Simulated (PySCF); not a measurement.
**YbI2: other functionals and bases at one geometry**

How far do other levels of theory move the description of YbI2, and what does each cost? The structure is generated, not taken from experiment.

The runs use PySCF 2.14.0; several levels, as the steps say, no spin–orbit coupling.

1 further run of the same task is left out (for a known fault of the program).

## Step 1: Starting geometry

3 atoms, charge 0, spin multiplicity 1.

Bond lengths: Yb1–I2 2.936 Å, Yb1–I3 2.936 Å. Angles: I2–Yb1–I3 179.3°.

Coordinates:

```mol
I2Yb
  3D, bonds by distance, orders not assigned

  3  2  0  0  0  0  0  0  0  0999 V2000
   -0.0000    0.0000    0.0798 Yb  0  0
    2.9357   -0.0000    0.0970 I   0  0
   -2.9357    0.0000    0.0970 I   0  0
  1  2  8  0
  1  3  8  0
M  END
```

Formal oxidation states: Yb +2. Each metal's 14 4f electrons lie in its core potential, so multiplicities, spins and levels count the valence alone. An earlier session relaxed this geometry at PBE0, Yb lcecp-0-SVP with ECP60, I def2-SVP with ECP28 (singlet, point group D∞h).

At PBE0 on the finer grid: E = -628.565555 Eh, frontier levels not given, since the 4f levels lie in the core, Mulliken charge on Yb1 +0.73 e, largest force component 0.003 eV/Å. 

Levels to run: BP86; M06-L; PBE0, TZVP. Hardware: 2 threads of Arm Neoverse V1, shared host.

## Step 2: BP86

run.py (the lines that set the calculation) reads:

```python
mol = gto.M(atom='''
Yb     0.00000     0.00000     0.07979
I      2.93569     0.00000     0.09701
I     -2.93569     0.00000     0.09701''',
    basis={'Yb': 'lcecp-0-SVP', 'I': 'def2-SVP'},
    ecp={'Yb': 'lcecp-0-SVP', 'I': 'def2-SVP'},
    charge=0, spin=0)
mf = dft.RKS(mol, xc='B88,P86')
mf.grids.atom_grid = (75, 302)  # f atoms: unpruned, at least (60, 302)
mf = mf.density_fit()  # fitting sets: Yb AutoAux, I def2-universal-JKFIT
mf.conv_tol = 1e-08; mf.max_cycle = 55
mf.kernel(dm0)  # dm0: the density of the relaxed state
```

On the command line:

```
OMP_NUM_THREADS=2 python run.py
```

## Step 3: M06-L

Changes to run.py (the lines that set the calculation) since step 2:

```diff
@@ -7,3 +7,3 @@
     charge=0, spin=0)
-mf = dft.RKS(mol, xc='B88,P86')
+mf = dft.RKS(mol, xc='M06L')
 mf.grids.atom_grid = (75, 302)  # f atoms: unpruned, at least (60, 302)
```

## Step 4: PBE0, TZVP

Basis: Yb lcecp-0-TZVP with ECP60, I def2-TZVP with ECP28. 

run.py (the lines that set the calculation) reads:

```python
mol = gto.M(atom='''
Yb     0.00000     0.00000     0.07979
I      2.93569     0.00000     0.09701
I     -2.93569     0.00000     0.09701''',
    basis={'Yb': 'lcecp-0-TZVP', 'I': 'def2-TZVP'},
    ecp={'Yb': 'lcecp-0-TZVP', 'I': 'def2-TZVP'},
    charge=0, spin=0)
mf = dft.RKS(mol, xc='PBE0')
mf.grids.atom_grid = (75, 302)  # f atoms: unpruned, at least (60, 302)
mf = mf.density_fit()  # fitting sets: Yb AutoAux, I def2-universal-JKFIT
mf.conv_tol = 1e-08; mf.max_cycle = 55
mf.kernel(dm0)  # dm0: free metal ions and neutral atoms
```

**Question.** What will these runs give? Wanted: for each run, charge on Yb1; dipole; largest force.

**Answer**, as computed:

| level | state | charge on Yb1 (e) | dipole (D) | largest force (eV/Å) | basis functions | time |
| --- | --- | --- | --- | --- | --- | --- |
| PBE0 (relaxed here) | singlet | 0.73 | 0.09 | 0.00 | 83 | 7.7 s |
| BP86 | singlet | 0.63 | 0.09 | 0.08 | 83 | 4.2 s |
| M06-L | singlet | 0.74 | 0.09 | 0.17 | 83 | 5 s |
| PBE0, TZVP | singlet | 1.08 | 0.09 | 0.00 | 147 | 11 s |

Times are on 2 threads of Arm Neoverse V1, shared host; the first row also made further properties.

The largest leftover force, 0.17 eV/Å with M06-L, stands at a geometry relaxed at another level. The Mulliken charge on Yb spans +0.63 to +1.08 e over the levels. With 4f in the core, its levels are missing from HOMO and gap. Total energies of different levels can't be compared. Spin–orbit coupling is left out throughout.
